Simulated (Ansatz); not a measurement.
# N2Zr: the cost of one run

Program: Ansatz 0.2.0, Gaussian basis. Level of theory: def2-TZVPP, core rule «outside noble gas», up to 6 orbitals frozen. These are calculated values, not measurements.

To be run: UHF; CCSD(T) on ROHF; CCSD(T) on UHF; CCSDT(Q) on ROHF; CCSDT(Q) on UHF.

8 further runs of the same task are left out: 4 for a known fault of the program, 1 that didn't finish, 3 set aside as unsound or not needed.

## Step 1: What is computed

The geometry is a PBE0/def2-TZVP stationary point (not a proven minimum) of the parent state, kept for this charge and spin. No spin-orbit coupling is included. Elements past krypton take def2 core potentials.

3 atoms, charge 0, spin multiplicity 7.

Atoms are counted from 1 here; the program's logs count them from 0.

Bond lengths: Zr1–N2 1.953 Å, Zr1–N3 1.953 Å. Angles: N2–Zr1–N3 98.3°.

## Step 2: UHF

Input file in.yaml:

```yaml
crystal:
  periodic: [false, false, false]
  atoms:
    - {symbol: Zr, position_ang: [0.000000, -0.300016, 0.000000]}
    - {symbol: N, position_ang: [0.000000, 0.976983, -1.477033]}
    - {symbol: N, position_ang: [0.000000, 0.976983, 1.477033]}
basis:
  gaussian: {orbitals: def2-TZVPP}
magnetization: {spin_polarized: true, initial_magnetization: 6}
hamiltonian: {xc: hf}
output: {orbitals: {seedname: orbitals}}
```

The run is started by

```
> ansatz run in.yaml --threads 1 --pin off --events-out ev --progress --plain --max-ram 4096MiB --backend cpu
```

**Question.** How long does this run take on 1 thread of AMD EPYC 7R13, shared host, and how much memory does it need?

About 24 s, with a peak of 0.28 GiB.
